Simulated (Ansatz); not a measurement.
# GeH4O2 (SMILES [OH][GeH2][OH]) at SVWN5/cc-pVDZ

What is the electronic atomisation energy of GeH4O2 at SVWN5/cc-pVDZ? 

The calculation is run with Ansatz 0.2.0.

53 further runs of the same task are left out: 53 set aside as unsound or not needed.

### 1 Starting point

The species is GeH4O2 (7 atoms), meant as a singlet with charge 0. SMILES: `[OH][GeH2][OH]`. Geometry: relaxed at PBE0-D4/def2-TZVP. This is one conformer, not always the lowest.

Bond lengths: O1–Ge2 1.776 Å, Ge2–O3 1.773 Å, O1–H4 0.959 Å, Ge2–H5 1.543 Å, Ge2–H6 1.525 Å, O3–H7 0.959 Å. Angles: O1–Ge2–O3 110.8°, O1–Ge2–H5 108.6°, O1–Ge2–H6 106.6°, O3–Ge2–H5 109.7°, O3–Ge2–H6 104.9°, Ge2–O1–H4 113.3°, Ge2–O3–H7 113.6°, H5–Ge2–H6 116.1°.

### 2 A single-point energy at SVWN5/cc-pVDZ

Contents of input.yaml:

```yaml
crystal:
  periodic: [false, false, false]
  atoms:
    - {symbol: O, position_ang: [-1.491300, -0.416000, -0.173900]}
    - {symbol: Ge, position_ang: [0.023500, 0.377000, 0.305300]}
    - {symbol: O, position_ang: [1.347400, -0.798900, 0.400600]}
    - {symbol: H, position_ang: [-1.634900, -0.418700, -1.122100]}
    - {symbol: H, position_ang: [0.363400, 1.460500, -0.739100]}
    - {symbol: H, position_ang: [-0.172500, 0.863100, 1.737300]}
    - {symbol: H, position_ang: [1.625600, -1.135200, -0.453800]}
basis:
  gaussian: {orbitals: cc-pVDZ}
accuracy: high
hamiltonian: {xc: {name: SVWN5}}
output: {orbitals: {seedname: orbitals}}
```

Run with:

```sh
$ ansatz run input.yaml --threads 1 --pin off --max-ram 3480MiB --events-out events.jsonl --progress --plain --runs-dir runs
```

What it wrote:

```text
Warning: RAYON_NUM_THREADS=1 ignored (pool sized by the plan → 1); use --threads N
Functional definition: SVWN5
  name "SVWN5"
  exchange = slater_x
  correlation = vwn5_c
1673 factors; integrals over basis functions are off by at most 4.6e-9 eV
mean field evaluation 1: about -60552.2161 eV, gradient 7.5e1 eV
mean field evaluation 2: about -60494.9753 eV, gradient 1.8e2 eV
mean field evaluation 4: about -60561.7624 eV, gradient 4.3e0 eV
mean field evaluation 8: about -60561.8261 eV, gradient 9.7e-2 eV
mean field evaluation 16: about -60561.8261 eV, gradient 3.2e-6 eV
mean field -60561.82611694 eV, -2225.6060595173 hartree, gradient 8.5e-8 eV, S^2 0.000000; 0 other end points of the search recorded, 0 dependent functions left out
reference -60561.82612004 eV, -2225.6060596314 hartree; 26, 26 occupied and 49, 49 virtual orbitals, 1673 factors
Total energy: -60561.82612004 eV, -2225.6060596314 hartree
```

Wall time 3.3 s (1 thread of Arm Neoverse V2, shared host); peak memory 0.18 GiB.

### 3 The Ge atom

Contents of input.yaml:

```yaml
crystal:
  periodic: [false, false, false]
  atoms:
    - symbol: Ge
      position_ang: [0.000000, 0.000000, 0.000000]
basis:
  gaussian:
    orbitals: cc-pVDZ
hamiltonian:
  xc: {name: SVWN5}
accuracy: high
magnetization:
  spin_polarized: true
  initial_magnetization: 2
```

Run with:

```sh
$ ansatz run input.yaml --threads 1 --pin off --max-ram 3480MiB --events-out events.jsonl --progress --plain --runs-dir runs
```

What it wrote:

```text
Warning: RAYON_NUM_THREADS=1 ignored (pool sized by the plan → 1); use --threads N
[... 4 set-up lines as earlier in the session ...]
260 factors; integrals over basis functions are off by at most 4.5e-9 eV
mean field evaluation 1: about -56428.9311 eV, gradient 2.9e0 eV
mean field evaluation 2: about -56428.9352 eV, gradient 2.5e0 eV
mean field evaluation 4: about -56428.9794 eV, gradient 1.4e0 eV
mean field evaluation 8: about -56428.9653 eV, gradient 1.8e0 eV
mean field evaluation 16: about -56429.0001 eV, gradient 1.6e-9 eV
mean field evaluation 32: about -56428.9996 eV, gradient 1.4e-1 eV
mean field -56429.00008149 eV, -2073.7275040446 hartree, gradient 6.1e-8 eV, S^2 2.000809; 2 other end points of the search recorded, 0 dependent functions left out
reference -56429.00008306 eV, -2073.7275041024 hartree; 17, 15 occupied and 10, 12 virtual orbitals, 260 factors
Total energy: -56429.00008306 eV, -2073.7275041024 hartree
```

Run time: 0.93 s. Hardware: 1 thread of Arm Neoverse V2, shared host.

### 4 The H atom at the same level

Contents of job.yaml:

```yaml
crystal:
  periodic: [false, false, false]
  atoms:
    - symbol: H
      position_ang: [0.000000, 0.000000, 0.000000]
basis:
  gaussian: {orbitals: cc-pVDZ}
total_charge: 0
magnetization: {spin_polarized: true, initial_magnetization: 1}
hamiltonian: {xc: {name: SVWN5}}
accuracy: high
```

Run the same way, it converges to -0.47747 Eh (log not shown).

### 5 The O atom at the same level

Contents of molecule.yaml:

```yaml
crystal:
  periodic: [false, false, false]
  atoms:
    - symbol: O
      position_ang: [0.000000, 0.000000, 0.000000]
basis:
  gaussian: {orbitals: cc-pVDZ}
magnetization: {spin_polarized: true, initial_magnetization: 2}
hamiltonian: {xc: {name: SVWN5}}
accuracy: high
```

Run the same way, it converges to -74.49456 Eh (log not shown).

### 6 What came out

At SVWN5/cc-pVDZ:

```
                     quantity           value
       molecule: total energy  -2225.60606 Eh
        molecule: HOMO energy        -6.77 eV
        molecule: LUMO energy        -0.27 eV
      molecule: HOMO–LUMO gap         6.50 eV
        Ge atom: total energy  -2073.72750 Eh
                Ge atom: ⟨S²⟩           2.001
         H atom: total energy     -0.47747 Eh
                 H atom: ⟨S²⟩           0.750
         O atom: total energy    -74.49456 Eh
                 O atom: ⟨S²⟩           2.002
electronic atomisation energy       26.655 eV
```

In words: Taking the molecule apart into free atoms costs 26.66 eV (615 kcal/mol), before zero-point energy and without spin-orbit coupling.
